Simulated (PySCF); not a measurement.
**GeF₂: singlet, from a linear start**

Aim: relax GeF₂ as a singlet from a linear start, check by its vibrations whether the end is a minimum, and collect its spectrum and constants.

Method: PBE0, basis Ge def2-TZVP, F def2-TZVP, no relativity, density fitting; program: PySCF 2.14.0.

### Step 1. Where the work starts

3 atoms, charge 0, spin multiplicity 1.

Bond lengths: Ge1–F2 1.850 Å, Ge1–F3 1.850 Å. Angles: F2–Ge1–F3 180.0°.

Z-matrix (Å, degrees; charge 0 multiplicity 1):
```
Ge
F  1 1.8500
F  1 1.8500 2 180.00
```

### Step 2. Finding the electronic state

One driver script runs all steps and calls PySCF; scf.py shows how it sets up the SCF of each step. The optimiser is the driver's own. After this first run the driver tries any further starts and a stability analysis.

File scf.py:

```python
from pyscf import gto, scf, dft
mol = gto.M(atom='''
Ge     0.000000     0.000000     0.000000
F      0.000000     0.000000     1.850000
F      0.000000     0.000000    -1.850000''',
    basis={'Ge': 'def2-TZVP', 'F': 'def2-TZVP'},
    charge=0, spin=0)
mf = dft.RKS(mol, xc='PBE0')
mf.grids.atom_grid = (50, 194)
aux = {'Ge': 'def2-universal-JKFIT', 'F': 'def2-universal-JKFIT'}
mf = mf.density_fit(auxbasis=aux)
mf.conv_tol = 1e-08
mf.diis_space = 10
mf.max_cycle = 60
mf.init_guess = 'minao'
mf.verbose = 4
mf.kernel()
```

On the command line:

```
$ OMP_NUM_THREADS=2 python axn.py task.json out
```

After this run come: Relaxing the singlet from the linear start; Is it a minimum? Harmonic modes; Leaving the saddle point; Vibrations and properties at this point.

**Question.** What will these runs give? Wanted: minimum; geometry; wavenumbers; dipole moment; highest occupied, lowest empty level; polar-tensor charge of Ge1; zero-point energy; atomisation energy.

The runs gave:

| quantity | value |
| --- | --- |
| minimum | singlet, C2v |
| geometry | Ge–F 1.745 Å (×2); F–Ge–F 97.2° |
| wavenumbers (cm⁻¹) | 259 (a1), 667 (b2), 694 (a1) |
| dipole moment | 2.47 D |
| highest occupied, lowest empty level | -8.94, -2.58 eV |
| polar-tensor charge of Ge1 | +1.24 e |
| zero-point energy | 9.7 kJ/mol |
| entropy at 298.15 K | 271.2 J/(mol K) |
| atomisation energy (no zero-point energy) | 1050 kJ/mol |

**Reading.** The linear start (D∞h) ends in a minimum of C2v symmetry, after a stop at a second-order saddle point 176.5 kJ/mol higher, from which it was pushed off along an imaginary mode. The strongest infrared band lies at 667 cm⁻¹ (b2, stretch). Only this shape and spin were tried, so other structures or states may lie lower.
